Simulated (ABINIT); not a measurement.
Crystal: AlN.

```xyz
4
Lattice="3.1130 0.0000 0.0000 -1.5565 2.6959 0.0000 0.0000 0.0000 4.9810" Properties=species:S:1:pos:R:3 pbc="T T T"
Al    0.0000    1.7973    0.0000
Al    1.5565    0.8986    2.4905
N     0.0000    1.7973    1.8928
N     1.5565    0.8986    4.3833
```

| Property | Result |
| --- | --- |
| Program | ABINIT 10.8.3 (patched build) |
| Task | relaxation of cell and atoms |
| Functional | LDA |
| Potentials or basis | PseudoDojo NC SR LDA v0.4.1 standard |
| Cutoff | 1143 eV |
| k mesh | 8 × 8 × 4 |
| Occupations | fermi-dirac, width 0.05 eV |
| Spin | no spin polarisation |

At the start: pressure -5.8 GPa; volume 10.45 Å³/atom.

Task: Where does the relaxation end?

Result: Over 8 steps the energy falls by 5.9 meV/atom and the volume is 10.15 Å³/atom (-2.9 %); space group P6_3mc (No. 186, to 0.05 Å).

The path:
```
step  energy change (eV)  largest force (eV/Å)  pressure (GPa)  volume (Å³)
   1              0.0000                0.1142           -5.82        41.80
   2             -0.0198                0.0737           -2.34        41.06
   3             -0.0235                0.0336            0.10        40.58
   4             -0.0236                0.0288            0.03        40.59
   5             -0.0238                0.0018           -0.08        40.61
   6             -0.0238                0.0012           -0.03        40.60
   7             -0.0238                0.0007            0.00        40.59
   8             -0.0238                0.0002            0.00        40.59
```

Final structure:
```
Al N
1.0
     3.08223    0.00000    0.00000
    -1.54112    2.66929    0.00000
     0.00000    0.00000    4.93358
Al N
2 2
Direct
  0.33333 0.66667 0.99902
  0.66667 0.33333 0.49902
  0.33333 0.66667 0.38098
  0.66667 0.33333 0.88098
```
